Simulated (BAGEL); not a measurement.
# GePNH6 (SMILES [NH2][GeH2][PH2]) at HF/def2-SVP (density fitting with qzvpp-jkfit)

What is the vertical singlet–triplet gap of GePNH6 at HF/def2-SVP (density fitting with qzvpp-jkfit)? 

The calculation is run with BAGEL 1.2.2.

## Step 1: The structure to begin with

The species is GePNH6 (9 atoms), meant as a singlet with charge 0. As SMILES, `[NH2][GeH2][PH2]`. The shape comes from GFN2-xTB, which is rough for such elements, and wasn't checked as a minimum. This is one conformer, not always the lowest.

Bond lengths: N1–Ge2 1.816 Å, Ge2–P3 2.295 Å, N1–H4 1.009 Å, N1–H5 1.010 Å, Ge2–H6 1.509 Å, Ge2–H7 1.533 Å, P3–H8 1.390 Å, P3–H9 1.388 Å. Some angles: N1–Ge2–P3 106.2°, N1–Ge2–H6 104.2°, N1–Ge2–H7 112.6°, P3–Ge2–H6 113.1°, P3–Ge2–H7 115.4°, Ge2–N1–H4 117.5°, Ge2–N1–H5 117.3°, Ge2–P3–H8 92.9°, Ge2–P3–H9 93.3°, H6–Ge2–H7 105.0°.

## Step 2: The energy at HF/def2-SVP (density fitting with qzvpp-jkfit)

File job.json:

```json
{ "bagel" : [

{
  "title" : "molecule",
  "basis" : "svp",
  "df_basis" : "qzvpp-jkfit",
  "angstrom" : true,
  "geometry" : [
    { "atom" : "N", "xyz" : [   -1.094670,    0.696980,   -1.022650 ] },
    { "atom" : "Ge", "xyz" : [    0.290280,    0.532470,    0.139720 ] },
    { "atom" : "P", "xyz" : [   -0.110990,   -1.375970,    1.349300 ] },
    { "atom" : "H", "xyz" : [   -1.050930,    1.446670,   -1.697080 ] },
    { "atom" : "H", "xyz" : [   -1.404340,   -0.139740,   -1.495410 ] },
    { "atom" : "H", "xyz" : [    0.222060,    1.786980,    0.975440 ] },
    { "atom" : "H", "xyz" : [    1.654390,    0.593230,   -0.557450 ] },
    { "atom" : "H", "xyz" : [    0.364530,   -2.202110,    0.337370 ] },
    { "atom" : "H", "xyz" : [    1.129660,   -1.338510,    1.970750 ] }
  ]
},
{ "title" : "hf" },
{ "title" : "print", "file" : "orbitals.molden", "orbitals" : true }

]}
```

Run with:

```bash
BAGEL_NUM_THREADS=1 BAGEL job.json > job.out
```

What it wrote:

```text
* using 1 threads per process

  ===============================================================
  ===============================================================

  *** Geometry ***

  { "atom" : "N", "xyz" : [     -2.068626,      1.317101,     -1.932528 ] },
  { "atom" : "Ge", "xyz" : [      0.548550,      1.006222,      0.264033 ] },
  { "atom" : "P", "xyz" : [     -0.209741,     -2.600206,      2.549807 ] },
  { "atom" : "H", "xyz" : [     -1.985970,      2.733810,     -3.207016 ] },
  { "atom" : "H", "xyz" : [     -2.653818,     -0.264070,     -2.825915 ] },
  { "atom" : "H", "xyz" : [      0.419633,      3.376903,      1.843314 ] },
  { "atom" : "H", "xyz" : [      3.126344,      1.121042,     -1.053428 ] },
  { "atom" : "H", "xyz" : [      0.688862,     -4.161385,      0.637537 ] },
  { "atom" : "H", "xyz" : [      2.134748,     -2.529417,      3.724178 ] },

  Number of auxiliary basis functions:      579

  Since a DF basis is specified, we compute 2- and 3-index integrals:
    o Being stored without compression. Storage requirement is 0.041 GB

  Number of basis functions:       94
  Number of electrons      :       60

    * METHOD: MOLECULE                             0.94

  *** RHF ***

  === Nuclear Repulsion ===
   276.3906793577

      * DIIS with orbital gradients will be used.

  === RHF iteration (svp) ===
      0      -2473.48968957          0.01478366           0.23
      1      -2473.59200268          0.00907814           0.21
      2      -2473.63588569          0.00116714           0.21
      3      -2473.63742945          0.00019297           0.21
      4      -2473.63746842          0.00007631           0.21
      5      -2473.63747492          0.00002239           0.21
      6      -2473.63747564          0.00000519           0.22
      7      -2473.63747569          0.00000131           0.22
      8      -2473.63747570          0.00000040           0.22
      9      -2473.63747570          0.00000018           0.22
     10      -2473.63747570          0.00000006           0.22
     11      -2473.63747570          0.00000002           0.22
     12      -2473.63747570          0.00000001           0.22
    * SCF iteration converged.

    * Permanent dipole moment:
           (   -0.385863,     0.117217,     0.535079) a.u.

    * METHOD: HF                                   3.46

    * METHOD: PRINT                                0.02

  ===============================================================
```

It took 5.1 s on 1 thread of Intel Xeon at 2.50GHz (Skylake/Cascade Lake), shared host.

## Step 3: The triplet, same level

File calc.json:

```json
{ "bagel": [

{
  "title": "molecule",
  "basis": "svp",
  "df_basis": "qzvpp-jkfit",
  "angstrom": "true",
  "geometry": [
    { "atom": "N", "xyz": [   -1.094670,    0.696980,   -1.022650 ] },
    { "atom": "Ge", "xyz": [    0.290280,    0.532470,    0.139720 ] },
    { "atom": "P", "xyz": [   -0.110990,   -1.375970,    1.349300 ] },
    { "atom": "H", "xyz": [   -1.050930,    1.446670,   -1.697080 ] },
    { "atom": "H", "xyz": [   -1.404340,   -0.139740,   -1.495410 ] },
    { "atom": "H", "xyz": [    0.222060,    1.786980,    0.975440 ] },
    { "atom": "H", "xyz": [    1.654390,    0.593230,   -0.557450 ] },
    { "atom": "H", "xyz": [    0.364530,   -2.202110,    0.337370 ] },
    { "atom": "H", "xyz": [    1.129660,   -1.338510,    1.970750 ] }
  ]
},
{
  "title": "uhf",
  "nopen": 2
},
{
  "title": "print",
  "file": "orbitals.molden",
  "orbitals": "true"
}

]}
```

Run with:

```bash
BAGEL_NUM_THREADS=1 BAGEL calc.json > calc.out
```

What it wrote:

```text
* using 1 threads per process

  ===============================================================
  ===============================================================

  *** Geometry ***

  { "atom" : "N", "xyz" : [     -2.068626,      1.317101,     -1.932528 ] },
  { "atom" : "Ge", "xyz" : [      0.548550,      1.006222,      0.264033 ] },
  { "atom" : "P", "xyz" : [     -0.209741,     -2.600206,      2.549807 ] },
  { "atom" : "H", "xyz" : [     -1.985970,      2.733810,     -3.207016 ] },
  { "atom" : "H", "xyz" : [     -2.653818,     -0.264070,     -2.825915 ] },
  { "atom" : "H", "xyz" : [      0.419633,      3.376903,      1.843314 ] },
  { "atom" : "H", "xyz" : [      3.126344,      1.121042,     -1.053428 ] },
  { "atom" : "H", "xyz" : [      0.688862,     -4.161385,      0.637537 ] },
  { "atom" : "H", "xyz" : [      2.134748,     -2.529417,      3.724178 ] },

  Number of auxiliary basis functions:      579

  Since a DF basis is specified, we compute 2- and 3-index integrals:
    o Being stored without compression. Storage requirement is 0.041 GB

  Number of basis functions:       94
  Number of electrons      :       60

    * METHOD: MOLECULE                             0.80

  *** Open-shell HF ***

  === Nuclear Repulsion ===
   276.3906793577

      * DIIS with orbital gradients will be used.

  === UHF iteration (svp) ===
      0      -2473.08192660          0.03481481           0.32
      1      -2472.92750142          0.05041183           0.30
      2      -2472.78947448          0.05360795           0.37
      3      -2473.36375002          0.00977138           0.31
      4      -2473.40052192          0.00423116           0.40
      5      -2473.41160840          0.00330042           0.37
      6      -2473.42456038          0.00126395           0.36
      7      -2473.42736503          0.00045212           0.37
      8      -2473.42766560          0.00048417           0.33
      9      -2473.42804826          0.00014222           0.33
     10      -2473.42808874          0.00010004           0.48
     11      -2473.42811880          0.00004564           0.59
     12      -2473.42812637          0.00002493           0.50
     13      -2473.42812845          0.00001835           0.47
     14      -2473.42812963          0.00000883           0.47
     15      -2473.42812995          0.00000414           0.42
     16      -2473.42813000          0.00000270           0.34
     17      -2473.42813002          0.00000164           0.35
     18      -2473.42813003          0.00000086           0.35
     19      -2473.42813003          0.00000044           0.34
     20      -2473.42813003          0.00000028           0.41
     21      -2473.42813003          0.00000009           0.49
     22      -2473.42813003          0.00000004           0.47
     23      -2473.42813003          0.00000003           0.51
     24      -2473.42813003          0.00000001           0.51
     25      -2473.42813003          0.00000001           0.52
    * SCF iteration converged.

    * S^2 (UHF) is 2.0105

    * Permanent dipole moment:
           (    0.076188,    -0.109147,     0.293588) a.u.

    * METHOD: UHF                                 11.26

    * METHOD: PRINT                                0.02

  ===============================================================
```

It took 13 s on 1 thread of Intel Xeon at 2.50GHz (Skylake/Cascade Lake), shared host.

## Step 4: Summary of results

At HF/def2-SVP (density fitting with qzvpp-jkfit):

```
                                        quantity           value
                           singlet: total energy  -2473.63748 Eh
                          singlet: dipole moment          1.70 D
                            singlet: HOMO energy       -10.04 eV
                            singlet: LUMO energy         3.80 eV
                          singlet: HOMO–LUMO gap        13.84 eV
                           triplet: total energy  -2473.42813 Eh
                          triplet: dipole moment          0.82 D
                                   triplet: ⟨S²⟩           2.010
vertical energy of the triplet above the singlet        5.697 eV
```

In words: At this shape the triplet lies 5.70 eV (550 kJ/mol) above the singlet.
